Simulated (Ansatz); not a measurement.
**Ga2S (triplet): from Hartree-Fock to the top rungs, cc-pVDZ**

The task here is to estimate one member of a computed series from the others.

The runs use Ansatz 0.2.0, Gaussian basis; cc-pVDZ, core rule «outside noble gas», up to 33 orbitals frozen.

Plan: UHF; CCSD(T) on ROHF; CCSD(T) on UHF; BCCD(T) on ROHF; CISD; CCSDT(Q) on ROHF; CCSDT(Q) on UHF.

20 further runs of the same task are left out: 6 for a known fault of the program, 10 that didn't finish, 4 set aside as unsound or not needed.

## The geometry

The geometry is a PBE0/def2-TZVP stationary point (not a proven minimum) of the parent state, kept for this charge and spin. No spin-orbit coupling is included. The filled d shell of Ga may be among the frozen orbitals whatever the setting's name suggests; the logs give the count.

3 atoms, charge 0, spin multiplicity 3.

Atoms are counted from 1 here; the program's logs count them from 0.

Bond lengths: Ga1–S2 2.264 Å, S2–Ga3 2.264 Å. Angles: Ga1–S2–Ga3 180.0°.

The first run:

in.yaml

```yaml
crystal:
  periodic: [false, false, false]
  atoms:
    - {symbol: Ga, position_ang: [0.000000, 0.000000, 2.264000]}
    - {symbol: S, position_ang: [0.000000, 0.000000, 0.000000]}
    - {symbol: Ga, position_ang: [0.000000, 0.000000, -2.264000]}
basis:
  gaussian: {orbitals: cc-pVDZ}
magnetization: {spin_polarized: true, initial_magnetization: 2}
hamiltonian: {xc: hf}
output: {orbitals: {seedname: orbitals}}
```

On the command line:

```console
$ ansatz run in.yaml --threads 1 --pin off --events-out ev --progress --plain --max-ram 2393MiB
```

Among the steps run: UHF; CCSD(T) on ROHF; CCSD(T) on UHF; BCCD(T) on ROHF; CISD; CCSDT(Q) on ROHF; CCSDT(Q) on UHF.

One table of the session follows, with a row left open; its other results are not shown here.

It belongs to the step «Misses and costs». 

| method | from RCCSDT(Q) (kJ/mol) |
| --- | --- |
| RMP2 | +104.1 |
| UMP2 | +125.0 |
| RCCSD | +51.3 |
| UCCSD | +48.7 |
| RCCSD(T) | +8.9 |
| UCCSD(T) | +8.4 |
| BCCD(T) | +9.0 |
| RCCSDT | +4.9 |
| UCCSDT | +3.6 |
| RCCSDT(Q) | 0 |
| UCCSDT(Q) | ? |

**Question.** Estimate the row for UCCSDT(Q).

The run gave: from RCCSDT(Q) (kJ/mol): -1.2. In the column «from RCCSDT(Q) (kJ/mol)» it is the lowest.

Not comparable, so not listed: CISD (they don't share determinant, frozen orbitals or solution with the rows shown, or repeat one).

To keep in mind: The report flags that the cluster equations may have other roots. Left out of the table: ROHF, UHF (another determinant or state than the rows shown). The program flags RCCSD(T), UCCSD(T), BCCD(T), RCCSDT(Q), UCCSDT(Q) as in doubt, so the zero of the table is itself unsure. Warnings: coupled cluster took another determinant than the lowest. Restricted and unrestricted rows rest on different reference determinants; where their highest levels disagree by more than a few hundredths of an eV, they describe different states and don't form one ladder.
